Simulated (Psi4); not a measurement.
**[Te2]−: UHF/def2-SVP (core potential)**

Wanted: energy and forces of [Te2]−. 

Program for the calculation: Psi4 1.11.

4 further runs of the same task are left out: 3 that didn't finish, 1 set aside as unsound or not needed.

### Step 1. The structure to begin with

The species is [Te2]− (2 atoms), meant as a doublet with charge -1. The shape comes from GFN2-xTB, which is rough for such elements, and wasn't checked as a minimum.

Bond lengths: Te1–Te2 2.730 Å.

### Step 2. Energy and forces at UHF/def2-SVP (core potential)

calc.py reads:

```python
import psi4

psi4.set_memory('1600 MB')
psi4.set_num_threads(1)
psi4.set_output_file('te2.out', False)

m = psi4.geometry("""
-1 2
Te     1.004330     0.341480     0.859060
Te    -1.004330    -0.341480    -0.859060
symmetry c1
""")

psi4.set_options({
    'basis': 'def2-SVP',
    'reference': 'uhf',
    'puream': True,
    'e_convergence': 1e-09,
    'd_convergence': 1e-08,
    'scf_type': 'pk',
    'maxiter': 200,
})

E, wfn = psi4.gradient("hf", return_wfn=True)
psi4.oeprop(wfn, "DIPOLE", "QUADRUPOLE", "MULLIKEN_CHARGES")
print('gradient / Eh bohr^-1')
print(E.np.round(6))
print(f'energy = {wfn.energy():.10f} Eh')
```

On the command line:

```bash
$ python calc.py
```

Q: Predict the results. Wanted: total energy; HOMO energy; LUMO energy; ⟨S²⟩; largest force on an atom.

Computed results:

At UHF/def2-SVP (core potential):

```
                          quantity          value
                      total energy  -534.06849 Eh
HOMO energy (highest over α and β)       -2.01 eV
 LUMO energy (lowest over α and β)        4.41 eV
                              ⟨S²⟩          0.765
          largest force on an atom     0.714 eV/Å
```

What this shows: The largest force is 0.71 eV/Å: the shape isn't a stationary point for this species at this level.
